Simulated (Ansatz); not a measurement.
# CH4FGeN (SMILES [H]/N=[C](/F)[GeH3]) at CCSD(T)/6-31G(d) (spherical functions)

Aim: the vertical ionisation energy of CH4FGeN at CCSD(T)/6-31G* (spherical functions), from 2 runs. 

The calculation is run with Ansatz 0.2.0.

128 further runs of the same task are left out: 128 set aside as unsound or not needed. Runs told in other sessions of the task aren't counted.

## Step 1: The system as given

CH4FGeN has 8 atoms, charge 0, and is taken as a singlet. As SMILES, `[H]/N=[C](/F)[GeH3]`. The coordinates come from a PBE0-D4/def2-TZVP relaxation.

Bond lengths: N1–C2 1.246 Å, C2–F3 1.346 Å, C2–Ge4 1.978 Å, N1–H5 1.016 Å, Ge4–H6 1.532 Å, Ge4–H7 1.534 Å, Ge4–H8 1.532 Å. Angles: N1–C2–F3 117.4°, N1–C2–Ge4 131.1°, F3–C2–Ge4 111.5°, C2–N1–H5 111.2°, C2–Ge4–H6 108.9°, C2–Ge4–H7 106.6°, C2–Ge4–H8 108.9°, H6–Ge4–H7 111.0°, H6–Ge4–H8 110.4°, H7–Ge4–H8 111.0°.

## Step 2: The energy at CCSD(T)/6-31G(d) (spherical functions)

run.yaml

```yaml
crystal:
  periodic: [false, false, false]
  atoms:
    - {symbol: N, position_ang: [1.895900, 0.222300, -0.348500]}
    - {symbol: C, position_ang: [0.908100, 0.027300, 0.385600]}
    - {symbol: F, position_ang: [1.137400, -0.127100, 1.702400]}
    - {symbol: Ge, position_ang: [-1.019900, -0.103800, -0.035500]}
    - {symbol: H, position_ang: [1.617200, 0.325400, -1.319900]}
    - {symbol: H, position_ang: [-1.766200, 1.006900, 0.710300]}
    - {symbol: H, position_ang: [-1.149700, 0.071600, -1.553900]}
    - {symbol: H, position_ang: [-1.530700, -1.479600, 0.403700]}
basis:
  gaussian:
    orbitals: 6-31G_st_-spherical.json
correlation:
  method: ccsd_t
  frozen_orbitals: {C: 1, F: 1, Ge: 9, H: 0, "N": 1}
accuracy: high
scf:
  omitted_lower_state_checks: [cluster_reference, increment]
```

The basis set 6-31G* is read from a file made from the Basis Set Exchange's data (not shown).

On the command line:

```console
ansatz run run.yaml --threads 1 --pin off --max-ram 3480MiB --events-out events.jsonl --progress --plain --runs-dir runs
```

Log (excerpt; [...] marks lines left out):

```text
Warning: RAYON_NUM_THREADS=1 ignored (pool sized by the plan → 1); use --threads N
Functional definition: HF
  name "HF"
[...]
1829 factors; integrals over basis functions are off by at most 1.6e-8 eV
[...]
mean field -61745.81674085 eV, -2269.1169124085 hartree, gradient 3.0e-8 eV, S^2 0.000000; 0 other end points of the search recorded, 0 dependent functions left out
12 core orbitals not correlated: weight in the atoms' cores, before any rotation towards them, 1.000 or more for the frozen orbitals, at most 0.000 for the correlated occupied ones
reference -61745.81674085 eV, -2269.1169124085 hartree; 17, 17 occupied and 53, 53 virtual orbitals, 1829 factors
second order -19.00061420 eV of doubles, -0.00000000 eV of singles
cycle   1  -18.71498460 eV  change    2.9e-1 eV  update   1.1e-1
[...]
cycle  22  -19.43958599 eV  change   4.5e-10 eV  update  6.4e-10
perturbative correction -0.54076903 eV, -0.0198728951 hartree
Total energy: -61765.79709587 eV, -2269.8511769123 hartree
Checks for a lower state left out: cluster_reference, increment
```

Run time: 38 s. Hardware: 1 thread of Arm Neoverse N1, shared host; peak memory 0.42 GiB.

## Step 3: The doublet cation

in.yaml

```yaml
crystal:
  periodic: [false, false, false]
  atoms:
    - {symbol: "N", position_ang: [1.895900, 0.222300, -0.348500]}
    - {symbol: C, position_ang: [0.908100, 0.027300, 0.385600]}
    - {symbol: F, position_ang: [1.137400, -0.127100, 1.702400]}
    - {symbol: Ge, position_ang: [-1.019900, -0.103800, -0.035500]}
    - {symbol: H, position_ang: [1.617200, 0.325400, -1.319900]}
    - {symbol: H, position_ang: [-1.766200, 1.006900, 0.710300]}
    - {symbol: H, position_ang: [-1.149700, 0.071600, -1.553900]}
    - {symbol: H, position_ang: [-1.530700, -1.479600, 0.403700]}
basis:
  gaussian: {orbitals: 6-31G_st_-spherical.json}
total_charge: 1
magnetization: {spin_polarized: true, initial_magnetization: 1}
correlation: {method: ccsd_t, frozen_orbitals: {C: 1, F: 1, Ge: 9, H: 0, "N": 1}}
accuracy: high
scf: {omitted_lower_state_checks: [cluster_reference, increment]}
```

The basis set 6-31G* is read from a file made from the Basis Set Exchange's data (not shown).

On the command line:

```console
ansatz run in.yaml --threads 1 --pin off --max-ram 3480MiB --events-out events.jsonl --progress --plain --runs-dir runs
```

Log:

```text
Warning: RAYON_NUM_THREADS=1 ignored (pool sized by the plan → 1); use --threads N
[... 13 lines left out ...]
12 core orbitals not correlated: weight in the atoms' cores, before any rotation towards them, 1.000 or more for the frozen orbitals, at most 0.000 for the correlated occupied ones
[... 37 lines left out ...]
Total energy: -61755.73739603 eV, -2269.4814897620 hartree
Checks for a lower state left out: cluster_reference, increment
```

It took 3 min on 1 thread of Arm Neoverse N1, shared host; peak memory 0.8 GiB.

## Step 4: Results

Level: CCSD(T)/6-31G* (spherical functions), 12 core orbitals frozen.

```
                                                     quantity           value
                                singlet CH4FGeN: total energy  -2269.85118 Eh
singlet CH4FGeN: correlation energy (12 core orbitals frozen)      -734.3 mEh
                              singlet CH4FGeN: (T) correction      -19.87 mEh
                               singlet CH4FGeN: T1 diagnostic           0.013
                                 doublet cation: total energy  -2269.48149 Eh
 doublet cation: correlation energy (12 core orbitals frozen)      -709.4 mEh
                               doublet cation: (T) correction      -20.27 mEh
            doublet cation: ⟨S²⟩ of the reference determinant           0.814
                                doublet cation: T1 diagnostic           0.032
           vertical ionisation energy (to the doublet cation)       10.060 eV
```

What this shows: The vertical ionisation energy comes to 10.06 eV (971 kJ/mol). The triples (singlet CH4FGeN) make up 2.7 % of the correlation energy. The triples (doublet cation) make up 2.9 % of the correlation energy.
